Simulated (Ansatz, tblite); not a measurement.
# Ga6As6 wurtzite hole sphere (Ga₆As₆H₁₈): one state, many levels

One table from this session's results is given with a row withheld; the runs are named, their logs left out.

Method: as each input shows; program: Ansatz 0.2.0, Gaussian basis.

Levels to be run: GFN1-xTB, GFN2-xTB, PBE-D4/def2-TZVP, r2SCAN-D4/def2-TZVP, HF/def2-TZVP, r2SCANh-D4/def2-TZVP, revPBE-D4/def2-TZVP, PBE-D4/def2-SVP, PBE0-D4/def2-SVP, HF/STO-3G, MP2/def2-SVP, RPA/def2-SVP.

## The structure

The geometry is that of the singlet, from an earlier relaxation (PBE-D4/def2-SVP).

30 atoms, charge 0, spin multiplicity 1.

Bond lengths: As1–Ga2 2.514 Å, As1–Ga7 2.515 Å, As1–H13 1.522 Å, As1–H14 1.528 Å, Ga2–As4 2.446 Å, Ga2–As5 2.515 Å, Ga2–H15 1.576 Å, Ga3–As4 2.516 Å, Ga3–As8 2.516 Å, Ga3–H16 1.587 Å, Ga3–H17 1.577 Å, As4–Ga6 2.516 Å, As4–H18 1.529 Å, As5–Ga10 2.515 Å, As5–H19 1.527 Å, As5–H20 1.521 Å, Ga6–As12 2.516 Å, Ga6–H21 1.587 Å and more. Angles: Ga2–As1–Ga7 121.6°, Ga2–As1–H13 107.3°, Ga2–As1–H14 110.1°, Ga7–As1–H13 107.3°, Ga7–As1–H14 110.1°, H13–As1–H14 97.7°, As1–Ga2–As4 104.0°, As1–Ga2–As5 97.4°, As1–Ga2–H15 111.7°, As4–Ga2–As5 104.0°, As4–Ga2–H15 124.4°, As5–Ga2–H15 111.7°, As4–Ga3–As8 98.0°, As4–Ga3–H16 107.2°, As4–Ga3–H17 108.6°, As8–Ga3–H16 107.2°, As8–Ga3–H17 108.5°, H16–Ga3–H17 124.2° and more.

As a file:

```xyz
30
As6Ga6H18
As   -0.0035   -2.1846   -1.9288
Ga   -2.1969   -1.2687   -1.1084
Ga    0.0021   -2.5570    2.0797
As   -1.8973   -1.0957    1.3132
As   -1.8917    1.0887   -1.9286
Ga   -2.2153    1.2806    2.0770
Ga    2.1930   -1.2689   -1.1161
As    1.9004   -1.0975    1.3066
As    1.8861    1.0893   -1.9331
Ga   -0.0022    2.5328   -1.1116
Ga    2.2191    1.2781    2.0718
As    0.0016    2.1916    1.3106
H    -0.0033   -3.6797   -1.6467
H    -0.0065   -2.2633   -3.4542
H    -3.4207   -1.9748   -1.8066
H     0.0000   -3.8501    1.1594
H     0.0063   -2.5903    3.6566
H    -3.1633   -1.8274    1.7596
H    -1.9531    1.1240   -3.4545
H    -3.1876    1.8372   -1.6547
H    -3.3296    1.9271    1.1499
H    -2.2501    1.3037    3.6536
H     3.4149   -1.9746   -1.8178
H     3.1677   -1.8286    1.7501
H     1.9468    1.1264   -3.4589
H     3.1821    1.8375   -1.6585
H    -0.0025    3.9451   -1.8113
H     2.2564    1.2981    3.6486
H     3.3332    1.9246    1.1442
H     0.0040    3.6547    1.7539
```

PBE0-D4/def2-TZVP was run before; its log isn't repeated, and its numbers join the tables.

Set-up of the first run:

Tight binding, by tblite at 300 K electronic temperature and without a spin-polarisation term:

```python
tblite.interface.Calculator('GFN1-xTB', numbers, positions, charge=0, uhf=0).singlepoint()
```

Tight binding, by tblite at 300 K electronic temperature and without a spin-polarisation term:

```python
tblite.interface.Calculator('GFN2-xTB', numbers, positions, charge=0, uhf=0).singlepoint()
```

start.molden holds the orbitals of an earlier run on this state, given as this run's starting guess.

in.yaml

```yaml
crystal:
  periodic: [false, false, false]
  atoms:
    - {symbol: As, position_ang: [-0.003492, -2.184580, -1.928768]}
    - {symbol: Ga, position_ang: [-2.196875, -1.268737, -1.108399]}
    - {symbol: Ga, position_ang: [0.002134, -2.557021, 2.079718]}
    - {symbol: As, position_ang: [-1.897339, -1.095694, 1.313160]}
    - {symbol: As, position_ang: [-1.891734, 1.088717, -1.928646]}
    - {symbol: Ga, position_ang: [-2.215253, 1.280568, 2.076971]}
    - {symbol: Ga, position_ang: [2.192991, -1.268892, -1.116054]}
    - {symbol: As, position_ang: [1.900352, -1.097515, 1.306584]}
    - {symbol: As, position_ang: [1.886071, 1.089334, -1.933071]}
    - {symbol: Ga, position_ang: [-0.002182, 2.532813, -1.111608]}
    - {symbol: Ga, position_ang: [2.219083, 1.278052, 2.071762]}
    - {symbol: As, position_ang: [0.001551, 2.191575, 1.310649]}
    - {symbol: H, position_ang: [-0.003308, -3.679715, -1.646700]}
    - {symbol: H, position_ang: [-0.006455, -2.263331, -3.454242]}
    - {symbol: H, position_ang: [-3.420659, -1.974816, -1.806577]}
    - {symbol: H, position_ang: [0.000044, -3.850105, 1.159383]}
    - {symbol: H, position_ang: [0.006269, -2.590311, 3.656635]}
    - {symbol: H, position_ang: [-3.163311, -1.827412, 1.759586]}
    - {symbol: H, position_ang: [-1.953100, 1.123966, -3.454456]}
    - {symbol: H, position_ang: [-3.187555, 1.837192, -1.654686]}
    - {symbol: H, position_ang: [-3.329553, 1.927067, 1.149884]}
    - {symbol: H, position_ang: [-2.250067, 1.303676, 3.653560]}
    - {symbol: H, position_ang: [3.414904, -1.974563, -1.817819]}
    - {symbol: H, position_ang: [3.167670, -1.828625, 1.750061]}
    - {symbol: H, position_ang: [1.946757, 1.126437, -3.458912]}
    - {symbol: H, position_ang: [3.182120, 1.837532, -1.658519]}
    - {symbol: H, position_ang: [-0.002519, 3.945078, -1.811300]}
    - {symbol: H, position_ang: [2.256442, 1.298112, 3.648649]}
    - {symbol: H, position_ang: [3.333249, 1.924560, 1.144218]}
    - {symbol: H, position_ang: [0.003965, 3.654737, 1.753936]}
basis:
  gaussian: {orbitals: def2-TZVP, fitting: {mean_field: def2-universal-jkfit}, initial_orbitals: start.molden}
hamiltonian: {xc: pbe, dispersion: d4}
scf: {omitted_lower_state_checks: [starts]}
output: {orbitals: {seedname: orbitals}}
```

The run is started by

```bash
$ ansatz run in.yaml --threads 2 --pin off --events-out ev --progress --plain --max-ram 32768MiB --backend cuda --devices 0, --max-vram 18GiB
```

Steps of the session up to this table: PBE-D4/def2-TZVP; r2SCAN-D4/def2-TZVP; HF/def2-TZVP; r2SCANh-D4/def2-TZVP; revPBE-D4/def2-TZVP; PBE-D4/def2-SVP; PBE0-D4/def2-SVP; HF/STO-3G; MP2/def2-SVP; RPA/def2-SVP.

One table of the session follows, with a row left open; its other results are not shown here.

It belongs to the step «Binding energy». 

| level | binding an atom (eV) |
| --- | --- |
| HF/def2-SVP | ? |
| HF/def2-TZVP | 1.711 |
| PBE-D4/def2-SVP | 2.560 |
| PBE-D4/def2-TZVP | 2.556 |
| revPBE-D4/def2-TZVP | 2.500 |
| r2SCAN-D4/def2-TZVP | 2.580 |
| r2SCANh-D4/def2-TZVP | 2.570 |
| PBE0-D4/def2-SVP | 2.554 |
| PBE0-D4/def2-TZVP | 2.549 |
| MP2/def2-SVP | 2.342 |

**Question.** Estimate the row for HF/def2-SVP.

As computed: binding an atom (eV): 1.717. In the column «binding an atom (eV)» it lies between HF/def2-TZVP (1.711) and MP2/def2-SVP (2.342).

Limits of these values: Free atoms were run apart at each level; binding is atoms less cluster, divided by the number of atoms, without zero-point or spin-orbit terms.
